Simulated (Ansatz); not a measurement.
# CrIrO4: the cost of one run

Computed with Ansatz 0.2.0 (DFT PBEsol+U (U_eff = 1 eV on Cr d, Ir d), plane waves, PAW, no spin–orbit coupling unless a run says so, unless a step's input says otherwise).

### 1 Starting point

It takes space group Cmmm (No. 65, orthorhombic). The conventional cell has a = 6.303 Å, b = 6.336 Å, c = 3.065 Å, α = 90.00°, β = 90.00°, γ = 90.00°. Around Cr (site symmetry mmm) lie 6 O at 1.91 to 1.95 Å. Ir (site symmetry mmm) has 6 O at 1.95 to 1.98 Å as nearest neighbours. Around O (site symmetry 2mm) lie 2 Cr at 1.95 Å and 1 Ir at 1.95 Å. O (site symmetry m2m) has 1 Cr at 1.91 Å and 2 Ir at 1.98 Å as nearest neighbours.

Structure file:

```cif
data_structure
_symmetry_space_group_name_H-M 'P 1'
_symmetry_Int_Tables_number 1
_cell_length_a 4.4684
_cell_length_b 4.4684
_cell_length_c 3.0651
_cell_angle_alpha 90.000
_cell_angle_beta 90.000
_cell_angle_gamma 90.303
_cell_volume 61.20
loop_
_atom_site_label
_atom_site_type_symbol
_atom_site_fract_x
_atom_site_fract_y
_atom_site_fract_z
_atom_site_occupancy
Cr1 Cr 0.00000 0.00000 0.50000 1
Ir1 Ir 0.50000 0.50000 0.00000 1
O1 O 0.80925 0.80925 0.00000 1
O2 O 0.69826 0.30174 0.50000 1
O3 O 0.19075 0.19075 0.00000 1
O4 O 0.30174 0.69826 0.50000 1
```

An earlier series on this cell reached its lowest free state from «ferromagnetic start, free, natural orbitals of the symmetric run filled by rank», perhaps among other starts.

### 2 Ferromagnetic start, free, default search

Input file input.yaml:

```yaml
crystal:
  lattice:
    - [3.15127595, -3.16799636, 0.0]
    - [3.15127595, 3.16799636, 0.0]
    - [0.0, 0.0, 3.0650749]
  atoms:
    - { symbol: Cr, position: [0.0, 0.0, 0.5], spin: 3.0 }
    - { symbol: Ir, position: [0.5, 0.5, 0.0], spin: 4.0 }
    - { symbol: O, position: [0.80924638, 0.80924638, 0.0] }
    - { symbol: O, position: [0.69826365, 0.30173635, 0.5] }
    - { symbol: O, position: [0.19075362, 0.19075362, 0.0] }
    - { symbol: O, position: [0.30173635, 0.69826365, 0.5] }
basis:
  ecutwfc: 420
  ecutrho_ratio: 4
kpoints:
  mp_grid: { grid: [4, 4, 6] }
hamiltonian:
  xc: pbesol
  hubbard:
    sites: [{ site: 0, l: d, u_eff: 1.0 }, { site: 1, l: d, u_eff: 1.0 }]
scf:
  occupations: { method: gaussian, width: 0.05 }
output:
  forces: true
  stress: true
  eigenvalues: true
  populations: true
  hubbard: { sites: [{ site: 0, l: d }, { site: 1, l: d }] }
magnetization:
  spin_polarized: true
```

On the command line:

```bash
ansatz run input.yaml --threads 4 --pin off --max-ram 6144MiB --backend cpu --events-out ev --progress --plain --runs-dir out
```

Q: Estimate wall time and peak memory on 4 threads of Arm Neoverse V1, shared host.

About 18 s, with a peak of 0.62 GiB.
